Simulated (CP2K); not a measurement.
# Bi2Te3 (Tellurobismuthite) (R-3m) in CP2K: equation of state, part 2 of 2

CP2K 2026.2. Earlier steps stand in the parts before.

### Step 5. Single point, PBEsol, 32.52 Å³/atom (volume scaled by 0.96)

bi2te3_eos.inp reads:

```
&GLOBAL
  PROJECT bi2te3_eos
  RUN_TYPE ENERGY_FORCE
  PRINT_LEVEL LOW
&END GLOBAL
&FORCE_EVAL
  METHOD QS
  STRESS_TENSOR ANALYTICAL
  &DFT
    BASIS_SET_FILE_NAME BASIS_MOLOPT_UZH
    POTENTIAL_FILE_NAME POTENTIAL_UZH
    WFN_RESTART_FILE_NAME previous-RESTART.kp
    &MGRID
      CUTOFF 450
      REL_CUTOFF 60
      NGRIDS 5
    &END MGRID
    &QS
      METHOD GPW
      EPS_DEFAULT 1.0E-10
    &END QS
    &KPOINTS
      SCHEME MONKHORST-PACK 7 7 7
      GAMMA_CENTERED T
      SYMMETRY T
      SYMMETRY_BACKEND SPGLIB
    &END KPOINTS
    &SCF
      SCF_GUESS RESTART
      EPS_SCF 1.0E-6
      MAX_SCF 100
      ADDED_MOS 16
      CHOLESKY OFF
      EPS_EIGVAL 1.0E-7
      &DIAGONALIZATION ON
        ALGORITHM STANDARD
      &END DIAGONALIZATION
      &MIXING ON
        METHOD BROYDEN_MIXING
        ALPHA 0.4
        BETA 1.5
        NBUFFER 8
      &END MIXING
      &SMEAR ON
        METHOD FERMI_DIRAC
        ELECTRONIC_TEMPERATURE [K] 580.226
      &END SMEAR
    &END SCF
    &XC
      &XC_FUNCTIONAL
        &GGA_X_PBE_SOL
        &END GGA_X_PBE_SOL
        &GGA_C_PBE_SOL
        &END GGA_C_PBE_SOL
      &END XC_FUNCTIONAL
    &END XC
    &PRINT
      &KPOINTS ON
      &END KPOINTS
      &MULLIKEN ON
      &END MULLIKEN
      &MO ON
        ENERGIES T
        OCCUPATION_NUMBERS T
        &EACH
          QS_SCF 0
        &END EACH
        ADD_LAST NUMERIC
      &END MO
    &END PRINT
  &END DFT
  &SUBSYS
    &CELL
      ABC 10.3347227493 10.3347227492 10.3347227492
      ALPHA_BETA_GAMMA 24.1661116379 24.1661116378 24.1661116379
      PERIODIC XYZ
    &END CELL
    &COORD
      Bi  17.5156487285 3.7496120644 2.2309932931
      Bi  11.6770991524 2.4997413762 1.4873288621
      Te  23.0768671999 4.9401138948 2.9393336637
      Te  6.1158806810 1.3092395458 0.7789884915
      Te  0.0000000000 0.0000000000 0.0000000000
    &END COORD
    &KIND Bi
      BASIS_SET TZVP-MOLOPT-PBE-GTH-q5
      POTENTIAL GTH-PBE-q5
    &END KIND
    &KIND Te
      BASIS_SET TZVP-MOLOPT-PBE-GTH-q6
      POTENTIAL GTH-PBE-q6
    &END KIND
    &PRINT
      &ATOMIC_COORDINATES ON
      &END ATOMIC_COORDINATES
      &CELL ON
      &END CELL
    &END PRINT
  &END SUBSYS
  &PRINT
    &FORCES ON
    &END FORCES
    &STRESS_TENSOR ON
    &END STRESS_TENSOR
  &END PRINT
&END FORCE_EVAL
```

Potentials or basis: POTENTIAL_UZH Bi GTH-PBE-q5, Te GTH-PBE-q6; TZVP-MOLOPT-PBE-GTH basis.

On the command line:

```bash
OMP_NUM_THREADS=1 mpirun -n 4 cp2k.psmp -i bi2te3_eos.inp -o bi2te3_eos.out
```

bi2te3_eos.out:

```text

 CP2K| version string:                                       CP2K version 2026.2
 CP2K| Input file name                                            bi2te3_eos.inp

 GLOBAL| Force Environment number                                              1
 GLOBAL| Basis set file name                                    BASIS_MOLOPT_UZH
 GLOBAL| Potential file name                                       POTENTIAL_UZH
 GLOBAL| MM Potential file name                                     MM_POTENTIAL
 GLOBAL| Coordinate file name                                      __STD_INPUT__
 GLOBAL| Method name                                                        CP2K
 GLOBAL| Project name                                                 bi2te3_eos
 GLOBAL| Run type                                                   ENERGY_FORCE
 GLOBAL| FFT library                                                       FFTW3
 GLOBAL| Diagonalization library                                       ScaLAPACK
 GLOBAL| Cholesky decomposition library                                ScaLAPACK
 GLOBAL| DGEMM library                                                      BLAS
 GLOBAL| Direct generalized diagonalization requested                          F
[... 591 lines left out ...]

 ENERGY| Total FORCE_EVAL ( QS ) energy [hartree]            -35.434155575264462

 FORCES| Atomic forces [hartree/bohr]
 FORCES|   Atom     x               y               z               |f|
 FORCES|      1  3.71431312E-03  7.95128165E-04  4.73117590E-04   3.82781804E-03
 FORCES|      2 -3.71430138E-03 -7.95121762E-04 -4.73104618E-04   3.82780373E-03
 FORCES|      3  8.19817190E-03  1.75499693E-03  1.04418574E-03   8.44868988E-03
 FORCES|      4 -8.19819288E-03 -1.75501025E-03 -1.04420565E-03   8.44871546E-03
 FORCES|      5  9.25094690E-09  6.91132103E-09  6.93788368E-09   1.34714738E-08
 FORCES| Sum     6.69732368E-13 -3.70470876E-14 -1.61495646E-15
 FORCES| Total atomic force                                       6.70758183E-13

 STRESS| Analytical stress tensor [bar]
 STRESS|                        x                   y                   z
 STRESS|      x        3.75048505952E+04  -1.44398618302E+02  -8.59057958189E+01
 STRESS|      y       -1.44398618302E+02   3.81484346563E+04  -1.84173285462E+01
 STRESS|      z       -8.59057958189E+01  -1.84173285462E+01   3.81684047832E+04
 STRESS| 1/3 Trace                                             3.79405633449E+04
 STRESS| Determinant                                           5.46084058196E+13

 STRESS| Eigenvectors and eigenvalues of the analytical stress tensor [bar]
 STRESS|                        1                   2                   3
 STRESS| Eigenvalues   3.74629946891E+04   3.81793221183E+04   3.81793732273E+04
 STRESS|      x           0.970344806609     -0.233097057985     -0.064005607926
 STRESS|      y           0.207739148473      0.668766902695      0.713859423172
 STRESS|      z           0.123593699189      0.705986254412     -0.697357875199
```

Run time: 57 s. Hardware: 4 MPI ranks of Arm Neoverse V2, shared host.

What came out:

| Item | Value |
| --- | --- |
| Free energy | -964.2124 eV |
| Pressure | 3.8 GPa |
| Largest force | 0.434 eV/Å |
| Band gap on the k mesh | 0.80 eV, direct |
| Mulliken charges | Bi +0.40; Te -0.19, -0.42 e |

Caveat: Mulliken charges move with the basis; with these potentials and basis sets, volumes of gold and of layered tellurides can stand 1.5 % and more from those of plane-wave programs; the potentials were made for another functional, which shifts forces and pressure; spin-orbit coupling is left out, which as a rule narrows the gap of such compounds by several tenths of an eV; an odd mesh through Γ misses points on the zone boundary, where band edges often lie; the basis of atomic orbitals isn't converged, which shifts pressures, moduli and gaps.

### Step 6. Single point, PBEsol, 35.23 Å³/atom (volume scaled by 1.04)

Changes to bi2te3_eos.inp since step 5:

```diff
@@ -73,4 +73,4 @@
     &CELL
-      ABC 10.3347227493 10.3347227492 10.3347227492
-      ALPHA_BETA_GAMMA 24.1661116379 24.1661116378 24.1661116379
+      ABC 10.6141739069 10.6141739069 10.6141739069
+      ALPHA_BETA_GAMMA 24.1661116377 24.1661116375 24.1661116379
       PERIODIC XYZ
@@ -78,6 +78,6 @@
     &COORD
-      Bi  17.5156487285 3.7496120644 2.2309932931
-      Bi  11.6770991524 2.4997413762 1.4873288621
-      Te  23.0768671999 4.9401138948 2.9393336637
-      Te  6.1158806810 1.3092395458 0.7789884915
+      Bi  17.9892723015 3.8510016669 2.2913194067
+      Bi  11.9928482010 2.5673344446 1.5275462711
+      Te  23.7008662572 5.0736946961 3.0188133183
+      Te  6.2812542453 1.3446414154 0.8000523595
       Te  0.0000000000 0.0000000000 0.0000000000
```

Potentials or basis: POTENTIAL_UZH Bi GTH-PBE-q5, Te GTH-PBE-q6; TZVP-MOLOPT-PBE-GTH basis.

On the command line:

```bash
OMP_NUM_THREADS=1 mpirun -n 4 cp2k.psmp -i bi2te3_eos.inp -o bi2te3_eos.out
```

Run time: 51 s. Hardware: 4 MPI ranks of Arm Neoverse V2, shared host.

The run converged. Its results:

- Free energy: -964.3261 eV
- Pressure: -0.8 GPa
- Largest force: 0.094 eV/Å
- Band gap on the k mesh: 0.82 eV, indirect (least direct gap 0.82 eV)
- Mulliken charges: Bi +0.41; Te -0.20, -0.43 e

Caveat: Mulliken charges move with the basis; with these potentials and basis sets, volumes of gold and of layered tellurides can stand 1.5 % and more from those of plane-wave programs; the potentials were made for another functional, which shifts forces and pressure; spin-orbit coupling is left out, which as a rule narrows the gap of such compounds by several tenths of an eV; an odd mesh through Γ misses points on the zone boundary, where band edges often lie; the basis of atomic orbitals isn't converged, which shifts pressures, moduli and gaps.

### Step 7. Single point, PBEsol, 31.84 Å³/atom (volume scaled by 0.94)

Changes to bi2te3_eos.inp since step 6:

```diff
@@ -73,4 +73,4 @@
     &CELL
-      ABC 10.6141739069 10.6141739069 10.6141739069
-      ALPHA_BETA_GAMMA 24.1661116377 24.1661116375 24.1661116379
+      ABC 10.2624495963 10.2624495962 10.2624495962
+      ALPHA_BETA_GAMMA 24.1661116375 24.1661116377 24.1661116375
       PERIODIC XYZ
@@ -78,6 +78,6 @@
     &COORD
-      Bi  17.9892723015 3.8510016669 2.2913194067
-      Bi  11.9928482010 2.5673344446 1.5275462711
-      Te  23.7008662572 5.0736946961 3.0188133183
-      Te  6.2812542453 1.3446414154 0.8000523595
+      Bi  17.3931576670 3.7233901430 2.2153914310
+      Bi  11.5954384447 2.4822600954 1.4769276206
+      Te  22.9154852263 4.9055665135 2.9187782103
+      Te  6.0731108854 1.3000837249 0.7735408413
       Te  0.0000000000 0.0000000000 0.0000000000
```

On the command line:

```bash
OMP_NUM_THREADS=1 mpirun -n 4 cp2k.psmp -i bi2te3_eos.inp -o bi2te3_eos.out
```

It took 54 s on 4 MPI ranks of Arm Neoverse V2, shared host.

It converged, with:

```
Free energy            : -964.1167 eV
Pressure               : 5.3 GPa
Largest force          : 0.591 eV/Å
Band gap on the k mesh : 0.79 eV, direct
Mulliken charges       : Bi +0.40; Te -0.19, -0.42 e
```

Caveat: Mulliken charges move with the basis; with these potentials and basis sets, volumes of gold and of layered tellurides can stand 1.5 % and more from those of plane-wave programs; the potentials were made for another functional, which shifts forces and pressure; spin-orbit coupling is left out, which as a rule narrows the gap of such compounds by several tenths of an eV; an odd mesh through Γ misses points on the zone boundary, where band edges often lie; the basis of atomic orbitals isn't converged, which shifts pressures, moduli and gaps.

### Step 8. Single point, PBEsol, 35.90 Å³/atom (volume scaled by 1.06)

Changes to bi2te3_eos.inp since step 7:

```diff
@@ -73,4 +73,4 @@
     &CELL
-      ABC 10.2624495963 10.2624495962 10.2624495962
-      ALPHA_BETA_GAMMA 24.1661116375 24.1661116377 24.1661116375
+      ABC 10.6817819329 10.6817819329 10.6817819328
+      ALPHA_BETA_GAMMA 24.1661116377 24.1661116374 24.1661116378
       PERIODIC XYZ
@@ -78,6 +78,6 @@
     &COORD
-      Bi  17.3931576670 3.7233901430 2.2153914310
-      Bi  11.5954384447 2.4822600954 1.4769276206
-      Te  22.9154852263 4.9055665135 2.9187782103
-      Te  6.0731108854 1.3000837249 0.7735408413
+      Bi  18.1038567430 3.8755310012 2.3059141913
+      Bi  12.0692378287 2.5836873342 1.5372761275
+      Te  23.8518312589 5.1060120941 3.0380419470
+      Te  6.3212633128 1.3532062413 0.8051483718
       Te  0.0000000000 0.0000000000 0.0000000000
```

On the command line:

```bash
OMP_NUM_THREADS=1 mpirun -n 4 cp2k.psmp -i bi2te3_eos.inp -o bi2te3_eos.out
```

Wall time 54 s (4 MPI ranks of Arm Neoverse V2, shared host).

The run converged. Its results:

| Quantity | Value |
| --- | --- |
| Free energy | -964.3004 eV |
| Pressure | -1.6 GPa |
| Largest force | 0.204 eV/Å |
| Band gap on the k mesh | 0.81 eV, indirect (least direct gap 0.83 eV) |
| Mulliken charges | Bi +0.41; Te -0.20, -0.43 e |

Caveat: Mulliken charges move with the basis; with these potentials and basis sets, volumes of gold and of layered tellurides can stand 1.5 % and more from those of plane-wave programs; the potentials were made for another functional, which shifts forces and pressure; spin-orbit coupling is left out, which as a rule narrows the gap of such compounds by several tenths of an eV; an odd mesh through Γ misses points on the zone boundary, where band edges often lie; the basis of atomic orbitals isn't converged, which shifts pressures, moduli and gaps.

### Step 9. Equation of state, PBEsol

Potentials or basis: POTENTIAL_UZH Bi GTH-PBE-q5, Te GTH-PBE-q6; TZVP-MOLOPT-PBE-GTH basis.

This step only gathers the single runs of the series.

What came out:

```
Equilibrium volume                        : 34.68 Å³/atom
Bulk modulus at fixed shape and positions : 51 GPa
Pressure derivative of the bulk modulus   : 4.5
```

Energy against volume, from the lowest point:
```tsv
volume (Å³/atom)	energy (meV/atom)
31.839	43.15
32.517	24.02
33.194	10.85
33.871	3.03
34.549	0.00
35.226	1.28
35.904	6.41
```

Caveat: with these potentials and basis sets, volumes of gold and of layered tellurides can stand 1.5 % and more from those of plane-wave programs; the cell was scaled at fixed shape and fractional positions, which overstates the stiffness of a crystal with free parameters, most of all of layers and chains; the potentials were made for another functional, which shifts forces and pressure; spin-orbit coupling is left out, which moves the levels of the heavy elements; the basis of atomic orbitals isn't converged, which shifts pressures, moduli and gaps.
